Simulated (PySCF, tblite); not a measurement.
# C₅H₆AlF₂N: geometry, infrared bands and NMR shifts

Aim: predict the infrared bands and NMR shifts of C₅H₆AlF₂N (`Fc1cc[n+]([AlH3-])cc1F`).

The runs use tblite 0.8.0 and PySCF 2.14.0, with density-fitted response routines of our own; the level of theory stands in each step. All values are computed, except where a source is named. Atoms count from 0, in the outputs and in this text.

### Step 1. Starting geometry

15 atoms, charge 0, multiplicity 1; geometry from: force field or distance geometry start.

Bonds of the start (Å): F0–C1 1.34, C1–C2 1.41, C2–C3 1.39, C3–N4 1.36, N4–Al5 1.92, N4–C6 1.36, C6–C7 1.39, C7–F8 1.35, C7–C1 1.41, C2–H9 1.09, C3–H10 1.09, Al5–H11 1.60, Al5–H12 1.59, Al5–H13 1.60, C6–H14 1.09.

### Step 2. Optimising the geometry with GFN2-xTB

Job settings and geometry (Å):

```
{"job": {"kind": "relax", "xc": "GFN2-xTB", "basis": "xTB"}, "charge": 0, "multiplicity": 1}
F     -3.532000    -0.201400    -0.074700
C     -2.191600    -0.124200    -0.053300
C     -1.412000    -1.213800    -0.477600
C     -0.028000    -1.115400    -0.453100
N      0.577600     0.005400     0.030100
Al     2.494000     0.115900     0.026800
C     -0.155300     1.080600     0.439500
C     -1.546200     1.029500     0.425100
F     -2.277400     2.083100     0.845200
H     -1.906100    -2.109300    -0.843000
H      0.559000    -1.966000    -0.791500
H      2.970700     1.069700     1.218600
H      2.994000     0.710500    -1.356100
H      3.119700    -1.341900     0.239800
H      0.329000     1.985300     0.802300
```

The run is started by

```console
$ OMP_NUM_THREADS=1 python probes_run.py task.json out
```

The driver reads the jobs from task.json and runs them one after another.

**Question.** After this job, these run on its result: GFN2-xTB harmonic vibrations, gas phase; GIAO PBE0/pcSseg-1 NMR shielding, non-relativistic, gas phase. What will the session give for the following? strongest infrared band; zero-point energy (GFN2-xTB); ¹³C shifts against TMS (PBE0/pcSseg-1); ¹H shifts against TMS (PBE0/pcSseg-1); ¹⁹F shifts against CFCl3 (PBE0/pcSseg-1); ¹⁵N shifts against NH3 (PBE0/pcSseg-1); ²⁷Al shifts against AlH4- (PBE0/pcSseg-1).

**Answer**, as computed:

| quantity | value |
| --- | --- |
| strongest infrared band | 756 cm⁻¹, 591 km/mol |
| zero-point energy (GFN2-xTB) | 56.0 kcal/mol |
| ¹³C shifts against TMS (PBE0/pcSseg-1) | 169.5, 158.4, 152.4, 146.9, 121.4 ppm |
| ¹H shifts against TMS (PBE0/pcSseg-1) | 9.28, 9.07, 7.58, 4.54 ppm |
| ¹⁹F shifts against CFCl3 (PBE0/pcSseg-1) | -119.5, -152.0 ppm |
| ¹⁵N shifts against NH3 (PBE0/pcSseg-1) | 285.2 ppm |
| ²⁷Al shifts against AlH4- (PBE0/pcSseg-1) | 79.6 ppm |

**Reading.** Relaxing lowered the energy by 0.517 eV in 54 steps; the bond of the start that moved most is N4–Al5, from 1.920 to 2.010 Å. The lowest mode is imaginary (54i cm⁻¹), so the xTB geometry is not a minimum. The strongest single mode, at 756 cm⁻¹, moves mainly H11 and H13. GFN2-xTB is a fitted tight-binding method: band positions and strengths are rough. Its intensities can rank the bands wrongly. The most deshielded carbon is C1 (aromatic carbon bearing fluorine), at 169.5 ppm: σ withdrawal by the attached heteroatom moves it downfield of the ring CH carbons. H14 (hydrogen on an aromatic CH next to a ring nitrogen) lies farthest downfield among hydrogen, at 9.28 ppm; ring current plus the neighbouring ring nitrogen. At PBE0/pcSseg-1: The widest tensor belongs to N4: span 463 ppm, with a paramagnetic part of -349 ppm. NICS(1)zz of -26 ppm above the planar ring from C1 marks a diatropic (aromatic) ring current.
